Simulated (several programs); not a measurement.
Many methods on one cell: Ba₂C (antifluorite)

Ba₂C (antifluorite), relaxed with r2SCAN in Ansatz, was computed with several methods. Space group Fm-3m (No. 225), cubic; a = 7.013 Å in the conventional setting, 28.75 Å³ an atom. C is surrounded by 8 Ba at 3.04 Å; Ba is surrounded by 4 C at 3.04 Å. Values at 0 K without nuclear motion; spin polarisation is off, and the phase may be a hypothetical one.

```cif
data_structure
_symmetry_space_group_name_H-M 'P 1'
_symmetry_Int_Tables_number 1
_cell_length_a 4.9592
_cell_length_b 4.9592
_cell_length_c 4.9592
_cell_angle_alpha 60.000
_cell_angle_beta 60.000
_cell_angle_gamma 60.000
_cell_volume 86.24
loop_
_atom_site_label
_atom_site_type_symbol
_atom_site_fract_x
_atom_site_fract_y
_atom_site_fract_z
_atom_site_occupancy
C1 C 0.00000 0.00000 0.00000 1
Ba1 Ba 0.25000 0.25000 0.25000 1
Ba2 Ba 0.75000 0.75000 0.75000 1
```

Gaps and times are for a single point on this cell; volume and bulk modulus come from each method's own relaxation or energy curve at fixed shape. Times are rough, from shared hosts (Arm Neoverse V2), and each method has its own mesh and cell size. PM6 (MOPAC), PM7 (MOPAC) treat a cluster of cells at its zone centre, which samples few k points: where these miss a band edge, the gap comes out too large for that reason alone. Gaps from k meshes are read at a limited set of points (mesh, symmetry points, PBE's band edges), so each method's own least gap may be somewhat smaller. xTB and the PM methods were fitted mostly to molecules, and can miss a solid's gap by electronvolts. Minimal bases can be far off for gaps. Times of the plane-wave rungs are withheld (a dash), since they come from other jobs, hosts and meshes; the meshes of hybrids and Hartree-Fock don't converge their gaps to the digits shown. d marks a direct gap, i an indirect one (no mark: not told apart), a dash a value that wasn't computed or didn't pass its checks.

```tsv
method	kind	gap (eV)	own volume (Å³/atom)	bulk modulus (GPa)	atoms computed	processor time
PBEsol	semilocal	–	27.13	–	3	–
light PBE (260 eV, its own mesh)	light plane-wave	0	–	–	3	0.58 s
PBE	semilocal	overlap 0.08	28.99	33	3	–
LDA	semilocal	overlap 0.09	26.11	–	3	–
r2SCAN	semilocal	0	28.75	36	3	–
PM7 (MOPAC)	semi-empirical	4.81	–	–	cluster	6.1 s
PBE+SOC	semilocal	overlap 0.02	–	–	3	–
PBE/SZV (CP2K)	small basis	overlap 0.46	–	–	3	13 s
PBE/DZVP (CP2K)	small basis	overlap 0.12	29.54	37	3	27 s
PBE0	hybrid	0.60 d	–	–	3	–
PBE/single zeta (GPAW)	small basis	overlap 0.14	–	–	3	43 s
PM6 (MOPAC)	semi-empirical	2.56	–	–	cluster	46 s
HSE06+SOC	hybrid	0.06 d	–	–	3	–
```

Volumes against r2SCAN's: PBEsol -5.6 %, PBE +0.9 %, LDA -9.2 %, PBE/DZVP (CP2K) +2.8 %.

Runs without a result: GFN1-xTB (tblite) (single point), GFN2-xTB (tblite) (single point).

With PBE and r2SCAN the bands overlap or touch, or nearly. Semilocal functionals can close a real gap, so this doesn't show a metal; small gaps of other methods may in turn close between the points read or with spin-orbit coupling, and the solid may be a semimetal.

Only the rows marked +SOC include spin-orbit coupling.
